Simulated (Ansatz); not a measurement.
# C2H10N2Zr: the cost of one run

Method: the settings change from run to run; program: Ansatz 0.2.0, Gaussian basis.

## Step 1: The geometry

The geometry comes from an earlier relaxation with PBE0-D4 in a triple-zeta def2 set; it is a stationary point, not always the lowest conformer. Zr takes a core potential in def2 sets; no spin-orbit term is included.

15 atoms, charge 0, spin multiplicity 1.

Atoms are counted from 1 here; the program's logs count them from 0.

Bond lengths: C1–Zr2 2.236 Å, C1–H6 1.097 Å, C1–H7 1.098 Å, C1–H8 1.097 Å, Zr2–C3 2.236 Å, Zr2–N4 2.032 Å, Zr2–N5 2.032 Å, C3–H9 1.097 Å, C3–H10 1.097 Å, C3–H11 1.098 Å, N4–H12 1.013 Å, N4–H13 1.010 Å, N5–H14 1.012 Å, N5–H15 1.012 Å. Angles: Zr2–C1–H6 112.7°, Zr2–C1–H7 110.0°, Zr2–C1–H8 112.1°, H6–C1–H7 107.4°, H6–C1–H8 107.1°, H7–C1–H8 107.3°, C1–Zr2–C3 107.6°, C1–Zr2–N4 107.5°, C1–Zr2–N5 112.0°, C3–Zr2–N4 107.5°, C3–Zr2–N5 111.9°, N4–Zr2–N5 110.1°, Zr2–C3–H9 112.1°, Zr2–C3–H10 112.7°, Zr2–C3–H11 110.0°, H9–C3–H10 107.1°, H9–C3–H11 107.3°, H10–C3–H11 107.4° and more.

## Step 2: RPA/def2-TZVP

Options: correlated electrons set to outside_noble_gas, the search for lower states set to full.

in.yaml

```yaml
crystal:
  periodic: [false, false, false]
  atoms:
    - {symbol: C, position_ang: [-2.029537, -0.086851, 0.525691]}
    - {symbol: Zr, position_ang: [0.116256, 0.224488, -0.020209]}
    - {symbol: C, position_ang: [0.929903, -1.739750, -0.712498]}
    - {symbol: N, position_ang: [1.111857, 0.732520, 1.676849]}
    - {symbol: N, position_ang: [0.340269, 1.676570, -1.424343]}
    - {symbol: H, position_ang: [-2.554818, 0.854322, 0.728073]}
    - {symbol: H, position_ang: [-2.557809, -0.587427, -0.297059]}
    - {symbol: H, position_ang: [-2.142205, -0.716373, 1.416593]}
    - {symbol: H, position_ang: [0.986544, -2.472761, 0.101345]}
    - {symbol: H, position_ang: [1.936713, -1.653649, -1.138687]}
    - {symbol: H, position_ang: [0.279403, -2.163823, -1.489394]}
    - {symbol: H, position_ang: [1.129329, 0.148346, 2.503678]}
    - {symbol: H, position_ang: [1.653443, 1.564954, 1.861886]}
    - {symbol: H, position_ang: [-0.283607, 2.460100, -1.569915]}
    - {symbol: H, position_ang: [1.062559, 1.708536, -2.132610]}
basis:
  gaussian: {orbitals: def2-TZVP}
hamiltonian: {xc: {name: PBE0}}
correlation: {method: rpa, electrons: outside_noble_gas}
scf: {lower_state_search: full}
```

On the command line:

```bash
ansatz run in.yaml --threads 4 --pin off --events-out ev --progress --plain --max-ram 11315MiB
```

Q: Estimate wall time and peak memory on 4 threads of Arm Neoverse N1, shared host.

About 21 s, with a peak of 0.65 GiB.
